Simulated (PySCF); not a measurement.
**Solver options tried on Ga⁻ (triplet)**

Do solver options change the result for Ga⁻ (triplet), or only the number of cycles?

The runs use PySCF 2.14.0; each script names its method and basis.

### Step 1. The atom

Ga⁻ (triplet): 1 atom, charge -1, spin multiplicity 3.

### Step 2. The run that the others are compared with

Contents of input.py:

```python
from pyscf import gto, scf, mp

mol = gto.M(
    atom='Ga 0 0 0',
    basis='def2-tzvp',
    charge=-1,
    spin=2,
    verbose=3,
)
mf = scf.UHF(mol)
mf.kernel()
mp.MP2(mf, frozen=9).kernel()
mf.dip_moment()
print('orbital energies (hartree):', [e[max(0, n-3):n+3].round(4) for e, n in zip(mf.mo_energy, mol.nelec)])
```

Started as:

```sh
$ python input.py
```

The log of this run is left out.

It gives: E(SCF) = -1923.206850 Eh, E(MP2) − E(SCF) = -0.18897 Eh, ⟨S²⟩ = 2.016.

The triplet is typed in the script; nothing here shows that it is the ground state.

### Step 3. Convergence threshold 1e-16 hartree

Variant 1 changes convergence threshold: default → 1e-16 hartree.

Contents of input.py:

```python
from pyscf import gto, scf, mp

mol = gto.M(
    atom='Ga 0 0 0',
    basis='def2-tzvp',
    charge=-1,
    spin=2,
    verbose=3,
)
mf = scf.UHF(mol)
mf.conv_tol = 1e-16
mf.kernel()
mp.MP2(mf, frozen=9).kernel()
mf.dip_moment()
print('orbital energies (hartree):', [e[max(0, n-3):n+3].round(4) for e, n in zip(mf.mo_energy, mol.nelec)])
```

Started as:

```sh
$ python input.py
```

### Step 4. Point-group symmetry on

Variant 2 changes point-group symmetry: off → on.

Changes to input.py since step 2:

```diff
@@ -7,2 +7,3 @@
     spin=2,
+    symmetry=True,
     verbose=3,
```

### Step 5. Damping 0.95

Variant 3 changes damping: none → 0.95.

Changes to input.py since step 2:

```diff
@@ -10,2 +10,4 @@
 mf = scf.UHF(mol)
+mf.damp = 0.95
+mf.diis_start_cycle = 8
 mf.kernel()
```

### Step 6. Level shift 1 hartree

Variant 4 changes level shift: none → 1 hartree.

Changes to input.py since step 2:

```diff
@@ -10,2 +10,3 @@
 mf = scf.UHF(mol)
+mf.level_shift = 1.0
 mf.kernel()
```

Q: Predict the outcome of this session. Wanted: for each run, E(SCF); from base; gap, α spin; after the SCF.

**Answer**, as computed:

```tsv
run	E(SCF) (hartree)	from base (eV)	gap, α spin (eV)	after the SCF
base	-1923.206850	0	6.10	MP2 correlation -5.142 eV, core frozen
convergence threshold 1e-16 hartree	-1923.206850	0.0000	6.10	MP2 correlation -5.142 eV, core frozen
point-group symmetry on	-1923.204031	+0.0767	5.87	MP2 correlation -5.182 eV, core frozen
damping 0.95	-1923.206850	0.0000	6.10	MP2 correlation -5.142 eV, core frozen
level shift 1 hartree	-1923.206850	0.0000	6.09	MP2 correlation -5.142 eV, core frozen
```

What this shows: The highest filled level of this anion is positive: the basis lacks diffuse functions or the electron is not bound, so these numbers hang on the basis. No change of the SCF energy comes from convergence threshold 1e-16 hartree or damping 0.95 or level shift 1 hartree. With point-group symmetry on the SCF ends in another solution, 0.08 eV higher: the path to self-consistency decides the state here.
